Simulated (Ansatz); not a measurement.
**[CrS4]2-: geometry, orbitals and charge**

What does [CrS4]2- look like as a singlet, and where do its frontier electrons sit?

Method: RKS PBE0-D4/def2-TZVPD; program: Ansatz 0.2.0, Gaussian basis.

The runs, in order: relaxation at PBE-D4/def2-SVPD; a search for the lowest solution at PBE0-D4/def2-SVP; a single point at PBE0-D4/def2-TZVPD.

## 1. Where the work starts

5 atoms, charge -2, spin multiplicity 1.

Atoms are counted from 1 here; the program's logs count them from 0.

Bond lengths: Cr1–S2 2.090 Å, Cr1–S3 2.090 Å, Cr1–S4 2.091 Å, Cr1–S5 2.090 Å. Angles: S2–Cr1–S3 109.4°, S2–Cr1–S4 109.3°, S2–Cr1–S5 109.5°, S3–Cr1–S4 109.4°, S3–Cr1–S5 109.5°, S4–Cr1–S5 109.7°.

Geometry (Å):

```xyz
5

Cr   -0.0014   -0.0013   -0.0013
S     0.0105   -0.0165    2.0890
S     1.9661    0.0114   -0.7060
S    -0.9908    1.7125   -0.6758
S    -0.9843   -1.7061   -0.7058
```

Formally the metal is d0. No spin-orbit coupling is included. The ion is computed in the gas phase, without counter-ions or solvent.

The start is a GFN2-xTB (ALPB water) geometry.

## 2. Optimising with PBE-D4/def2-SVPD

The input, in.yaml:

```yaml
crystal:
  periodic: [false, false, false]
  atoms:
    - {symbol: Cr, position_ang: [-0.001420, -0.001320, -0.001280]}
    - {symbol: S, position_ang: [0.010530, -0.016540, 2.088980]}
    - {symbol: S, position_ang: [1.966060, 0.011430, -0.706030]}
    - {symbol: S, position_ang: [-0.990840, 1.712480, -0.675840]}
    - {symbol: S, position_ang: [-0.984330, -1.706060, -0.705820]}
basis:
  gaussian: {orbitals: def2-SVPD}
total_charge: -2
hamiltonian: {xc: pbe, dispersion: d4}
scf: {lower_state_search: "off"}
output: {orbitals: {seedname: orbitals}}
relax: {f_tol: 0.02, max_steps: 100}
```

On the command line:

```bash
ansatz run in.yaml --threads 4 --pin off --events-out ev --progress --plain --max-ram 3916MiB
```

After this run come: Searching for the lowest solution, PBE0-D4/def2-SVP; Single point, PBE0-D4/def2-TZVPD.

**Question.** What will the summary of the whole plan be? Wanted: point group; near neighbours of the metal; HOMO, LUMO at PBE0-D4/def2-TZVPD; charge on the metal.

The runs gave:

| quantity | value |
| --- | --- |
| point group | Td |
| near neighbours of the metal | S 2.10, S 2.10, S 2.10, S 2.10 Å |
| HOMO, LUMO at PBE0-D4/def2-TZVPD | 2.26, 5.15 eV |
| charge on the metal (Mulliken, PBE0-D4/def2-TZVPD) | -0.21 e |

In words: The molecule keeps its bonding pattern by the stored test; the atoms moved 0.01 Å (rms). The Mulliken charge of the metal, -0.21 e, depends on the basis and isn't its oxidation state. No usable vibrations, so a minimum isn't proven. The HOMO lies nearest to S4, S5 about 37 % each; S2, S3 about 12 % each and the LUMO to Cr1 55 %; 4 S atoms about 11 % each. Doubts on the single point: highest occupied level lies above zero. Whether this spin is the lowest isn't tested here.

A small anion of this charge may not be bound in the gas phase; the finite basis can hold electrons that would leave.
